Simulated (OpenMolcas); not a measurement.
# W⁵⁺ among point charges: CASSCF and CASPT2 levels and susceptibility

How does a field of 6 point charges split the states of W⁵⁺, and what χT follows?

The numbers are computed with OpenMolcas 26.06 (state-averaged CASSCF and CASPT2, spin-orbit coupling by RASSI with atomic mean-field integrals), except any that are marked as measured or tabulated.

## Step 1: The atom as given

| Property | Result |
| --- | --- |
| Species | W⁵⁺ (tungsten, Z = 74, 69 electrons) |
| Basis | ANO-RCC-VTZP [8s7p5d3f2g1h], 104 functions |
| Scalar Hamiltonian | DKH2, point nucleus |
| Inactive shells | 1s 2s 2p 3s 3p 3d 4s 4p 4d 4f 5s 5p |
| Active space | 1 electron in 5 orbitals (5d) |
| Some configurations of this space | 5d |
| Orbitals | optimised for each spin and parity, averaged over all roots |

The outer shells:

5d
```
5d [↑ ][  ][  ][  ][  ]
```

The ion sits among 6 point charges of -0.98 e arranged as a tetragonal octahedron (D4h), 1.97 Å from the ion, with the axial distance 1.871 Å.

Each step is its own input file, run in one work folder so that later steps find the files of earlier ones. Labels, J, g values, rates, χT and fits are worked out afterwards by a script from the matrices that RASSI stores. The input lists half of the charges; inversion (Group=XYZ) makes the rest.

## Step 2: One- and two-electron integrals

a.inp reads:

```
&GATEWAY
Coord
1

W 0.0 0.0 0.0
Basis=ANO-RCC-VTZP
Group=XYZ
NoMove
AngMom=0.0 0.0 0.0
AMFI
XField
3 Angstrom 0
1.970000 0.000000 0.000000 -0.980000
0.000000 1.970000 0.000000 -0.980000
0.000000 0.000000 1.871500 -0.980000
&SEWARD
```

Started as:

```console
$ OMP_NUM_THREADS=1 MOLCAS_MEM=1689 MOLCAS_PROJECT=a pymolcas a.inp > a.log
```

Standard output:

```text
Basis set label: W.ANO-RCC...8S7P5D3F2G1H.

      Electronic valence basis set:
      ------------------
      Associated Effective Charge  74.000000 au
      Associated Actual Charge     74.000000 au
      Nuclear Model: Point charge

      Shell  nPrim  nBasis  Cartesian Spherical Contaminant
         s      24       8        X
         p      21       7        X
         d      15       5                 X
         f      11       3                 X
         g       4       2                 X
         h       2       1                 X
                  Relativistic Douglas-Kroll-Hess integrals:
                    - DKH order of Hamiltonian: 2
                    - DKH order of Properties : 0
                  Atomic mean-field integrals
```

## Step 3: CASSCF: doublets of even parity, 5 roots

a.inp reads:

```
&RASSCF
FileOrb=start.orb
Symmetry=1
Spin=2
nActEl=1 0 0
Inactive=15 19
Ras2=5 0
CIRoot=5 5 1
SDav=5
CIMx=300
Iter=120 100
PrWF=0.3
OrbListing=Nothing
MaxOrb=0
>>> COPY $Project.JobIph JOB001
```

start.orb holds the contracted functions of the basis, ordered by shell, or the orbitals of the step before.

Standard output (excerpt; [...] marks lines left out):

```text
[...]
      Number of active orbitals                  5
[...]
      Spin quantum number                      0.5
[...]
      Active orbitals                            5   0
[...]
      Number of CSFs                             5
      Number of root(s) required                 5
[...]
      Convergence after  9 iterations
[...]
      Natural orbitals and occupation numbers for root  1
      sym 1:   1.000000  -0.000000   0.000000   0.000000   0.000000
      Natural orbitals and occupation numbers for root  2
      sym 1:  -0.000000   0.000000   0.000000   1.000000   0.000000
      Natural orbitals and occupation numbers for root  3
      sym 1:   0.000000   1.000000   0.000000   0.000000   0.000000
::    RASSCF root number  1 Total energy: -16130.53491055
::    RASSCF root number  2 Total energy: -16130.52988043
::    RASSCF root number  3 Total energy: -16130.52988043
::    RASSCF root number  4 Total energy: -16130.50320569
::    RASSCF root number  5 Total energy: -16130.49140643
```

## Step 4: State interaction with spin-orbit coupling

a.inp reads:

```
&RASSI
NrOfJobIphs=1 5
1 2 3 4 5
IphNames
JOB001
EJob
SpinOrbit
DIPRint=1.0
SOCoupling=1000.0
Subsets=2
Property=9
'ANGMOM' 1 'ANGMOM' 2 'ANGMOM' 3 'MLTPL  1' 1 'MLTPL  1' 2 'MLTPL  1' 3
'AMFI' 1 'AMFI' 2 'AMFI' 3
SOProperty=3
'ANGMOM' 1 'ANGMOM' 2 'ANGMOM' 3
```

Standard output (excerpt; [...] marks lines left out):

```text
SPIN-FREE ENERGIES:
  (Shifted by EMIN (a.u.) =     -16130.5349105462)
 SF State       Relative EMIN(au)   Rel lowest level(eV)    D:o, cm**(-1)      L_eff
     1             0.0000000000        0.0000000000              0.0000         2.0
     2             0.0050301206        0.1368765545           1103.9839         2.0
     3             0.0050301206        0.1368765545           1103.9839         2.0
     4             0.0317048603        0.8627331985           6958.4125         2.0
     5             0.0435041136        1.1838072392           9548.0493         2.0
     Dipole printing threshold changed to   1.00000000E+00
Eigenvalues of complex Hamiltonian:
   -----------------------------------
  (Shifted by EMIN (a.u.) =     -16130.5349105462)
 SO State       Relative EMIN(au)   Rel lowest level(eV)    D:o, cm**(-1)     J-value
     1            -0.0148642341        0.0000000000              0.0000         0.9
     2            -0.0148642341        0.0000000000              0.0000         0.9
     3            -0.0103191499        0.1236780425            997.5307         1.6
     4            -0.0103191499        0.1236780425            997.5307         1.6
     5             0.0192844611        0.9292333349           7494.7723         1.9
     6             0.0192844611        0.9292333349           7494.7723         1.9
     7             0.0402407061        1.4994818114          12094.1364         1.3
     8             0.0402407061        1.4994818114          12094.1364         1.3
     9             0.0509274318        1.7902824329          14439.6016         2.4
    10             0.0509274318        1.7902824329          14439.6016         2.4
Weights of the five most important spin-orbit-free states for each spin-orbit state.
[...]
```

These steps: 2.6 s of run time, 1 thread of Arm Neoverse V2, shared host.

States without spin-orbit coupling:

```
state  degeneracy  E (cm-1)  free-ion L (%)
  2B2           1         0         D (100)
   2E           2      1104         D (100)
  2B1           1      6958         D (100)
  2A1           1      9548         D (100)
```

With spin-orbit coupling:

```json
{"E (cm-1)": "0.0", "Degeneracy": "2", "Label": "E3/2", "2S+1": "2", "g": "0.40 0.40 1.83"}
{"E (cm-1)": "997.5", "Degeneracy": "2", "Label": "E1/2", "2S+1": "2", "g": "0.24 1.35 1.35"}
{"E (cm-1)": "7495", "Degeneracy": "2", "Label": "E3/2", "2S+1": "2", "g": "1.92 2.02 2.02"}
{"E (cm-1)": "12094", "Degeneracy": "2", "Label": "E3/2", "2S+1": "2", "g": "2.42 2.42 3.75"}
{"E (cm-1)": "14440", "Degeneracy": "2", "Label": "E1/2", "2S+1": "2", "g": "1.76 3.36 3.36"}
```

Principal g values are given for doublets only; a zero marks a field direction without first-order Zeeman splitting.

Powder χT (cm³ K/mol): 0.11 at 2 K, 0.12 at 5 K, 0.12 at 10 K, 0.12 at 20 K, 0.12 at 50 K, 0.13 at 100 K, 0.14 at 150 K, 0.14 at 200 K, 0.15 at 250 K, 0.16 at 300 K.

## Step 5: CASPT2: IPEA 0.25, imaginary shift 0.1 (closed shells correlated: 5s 5p)

a.inp reads:

```
>>> COPY JOB001 $Project.JobIph
&CASPT2
Multistate=5 1 2 3 4 5
NoMult
Frozen=14 16
IPEA=0.25
Imaginary=0.1
MaxIter=60
WThr=0.0 0.3 0.05
PrWF=0.5
NoMix
```

Standard output:

```text
Orbital specifications:
      -----------------------

      Symmetry species                           1   2
                                                ag  au
      Frozen orbitals                           14  16
      Inactive orbitals                          1   3
      Active orbitals                            5   0
      Secondary orbitals                        31  34
      Deleted orbitals                           0   0
      Number of basis functions                 51  53
Type of calculation                        SS-CASPT2
      Fock operator                              state-specific
      IPEA shift                                 0.25
      Real shift                                 0.00
      Imaginary shift                            0.10
      The input orbitals will be transformed to quasi-canonical
Reference energy:      -16130.5349105462
      E2 (Non-variational):      -0.1715476854
      Shift correction:          -0.0000452987
      E2 (Variational):          -0.1715929841
      Total energy:          -16130.7065035304
      Residual norm:              0.0000000724
      Reference weight:           0.97557
      Contributions to the CASPT2 correlation energy
      Active & Virtual Only:         -0.0000000000
      One Inactive Excited:          -0.0342869490
      Two Inactive Excited:          -0.1372607365
Reference energy:      -16130.5298804256
      E2 (Non-variational):      -0.1704515659
      Shift correction:          -0.0000452376
      E2 (Variational):          -0.1704968035
      Total energy:          -16130.7003772291
      Residual norm:              0.0000000740
      Reference weight:           0.97571
      Contributions to the CASPT2 correlation energy
      Active & Virtual Only:         -0.0000000000
      One Inactive Excited:          -0.0357754488
      Two Inactive Excited:          -0.1346761170
::    CASPT2 Root  1     Total energy: -16130.70650353
::    CASPT2 Root  2     Total energy: -16130.70037723
::    CASPT2 Root  3     Total energy: -16130.70037828
::    CASPT2 Root  4     Total energy: -16130.67131555
::    CASPT2 Root  5     Total energy: -16130.65963600
```

This run: 1.5 s of run time, 1 thread of Arm Neoverse V2, shared host.

SS-CASPT2: lowest energy less the reference's lowest, -0.1716 hartree; reference weights 0.976.

States without spin-orbit coupling:

```
state  degeneracy  E (cm-1)  free-ion L (%)
  2B2           1         0         D (100)
   2E           2      1344         D (100)
  2B1           1      7723         D (100)
  2A1           1     10286         D (100)
```

With spin-orbit coupling:

```csv
E (cm-1),Degeneracy,Label,2S+1,g
0,2,E3/2,2,0.44 0.44 1.71
1130,2,E1/2,2,0.23 1.33 1.33
7500,2,E3/2,2,1.97 1.99 1.99
12590,2,E3/2,2,2.43 2.43 3.68
14950,2,E1/2,2,1.77 3.33 3.33
```

Powder χT (cm³ K/mol): 0.10 at 2 K, 0.10 at 5 K, 0.10 at 10 K, 0.11 at 20 K, 0.11 at 50 K, 0.12 at 100 K, 0.12 at 150 K, 0.13 at 200 K, 0.14 at 250 K, 0.14 at 300 K.

## Step 6: The methods side by side

A. CASSCF
B. SS-CASPT2, IPEA 0.25, imaginary shift 0.1 (closed shells correlated: 5s 5p)

```
method  ground state  first state of that spin (cm-1)  first gap with spin-orbit (cm-1)  χT at 300 K
     A           2B2                          2E 1104                             997.5         0.16
     B           2B2                          2E 1344                            1130.9         0.14
```

## Step 7: Outcome

```
                                            quantity                                                                        value
                                              method  SS-CASPT2, IPEA 0.25, imaginary shift 0.1 (closed shells correlated: 5s 5p)
                              spin-free ground state                                              2B2, 1-fold in its orbital part
first state of the same spin within the active space                                                              2E at 1340 cm⁻¹
                                        lowest level                                            2-fold E3/2, g = 0.44, 0.44, 1.71
                                          next level                                                                  1130.9 cm⁻¹
                                         χT at 300 K                                                               0.14 cm³ K/mol
                           effective moment at 300 K                                                                      1.07 μB
```

Cost by method:

```
                                              method  time of its own steps  time with the reference
                                           A. CASSCF                  2.6 s                    2.6 s
B. SS-CASPT2, IPEA 0.25, imaginary shift 0.1, +5s 5p                  1.5 s                    4.1 s
```

Times are of one thread on a shared host.

**Reading.** The spin-free ground state (2B2) comes to 100 % from free-ion D terms and keeps the highest spin of the shell. χT at 300 K is 0.14, against 0.38 cm³ K/mol for the spin alone, so orbital moment lowers it. The field of point charges can differ much from that of real complexes. This is an electrostatic model: the charges have no orbitals.
